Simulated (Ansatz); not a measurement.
Runs of Ansatz 0.2.0 on TaO. The structure is hexagonal, space group P6/mmm (No. 191). The conventional cell has a = 3.066 Å, b = 3.066 Å, c = 3.855 Å, α = 90.00°, β = 90.00°, γ = 120.00°. Ta (site symmetry 6/mmm) is surrounded by 2 O at 1.93 Å. Around O (site symmetry 6/mmm) lie 2 Ta at 1.93 Å. The cell was built by a generator and needn't be a form met in nature.

```csv
task,level,cell,k mesh,target pressure (GPa),share of exact exchange,mesh quality,gap on the mesh (eV),pressure (GPa)
relaxation of cell and atoms,PBE,relaxed to 2 GPa,10 × 10 × 7,2,-,not flagged,none,2.0
relaxation of cell and atoms,PBE,relaxed,10 × 10 × 7,0,-,not flagged,none,0.0
single point,PBE0,as given,6 × 6 × 4,-,0.25,coarse,none,-6.5
relaxation of cell and atoms,PBE,relaxed to 5 GPa,10 × 10 × 7,5,-,not flagged,none,5.0
single point,PBE0 form with a typed share of exact exchange,as given,6 × 6 × 4,-,0.35,coarse,none,(a)
relaxation of cell and atoms,PBE,relaxed to 20 GPa,10 × 10 × 7,20,-,not flagged,none,20.0
single point,PBE0 form with a typed share of exact exchange,as given,6 × 6 × 4,-,0.5,coarse,none,-11.4
single point,PBE0 form with a typed share of exact exchange,as given,6 × 6 × 4,-,0.1,coarse,none,-3.5
```

Alike in all rows: potentials or basis Ansatz PAW; no spin polarisation; cutoff (eV) 420; smearing fermi-dirac 0.05 eV.

Question: Estimate the missing entries.

Answer: (a) -8.5.

Caveats: some runs use coarse meshes; an odd number of electrons without spin polarisation forces a metal; a magnetic or distorted state may lie lower; the plane-wave basis is chosen anew once the cell has moved, so the energies of steps on either side of that aren't comparable (some runs); the PAW data sets come from PBE, with cores solved anew for the run's functional, which leaves a small shift of forces and pressure (some runs); the thresholds are loose for stress (some runs).

A k mesh can miss the band edges, and the runs leave out spin-orbit coupling on Ta.

A gap of «none» marks a metal or a gap under the smearing width.
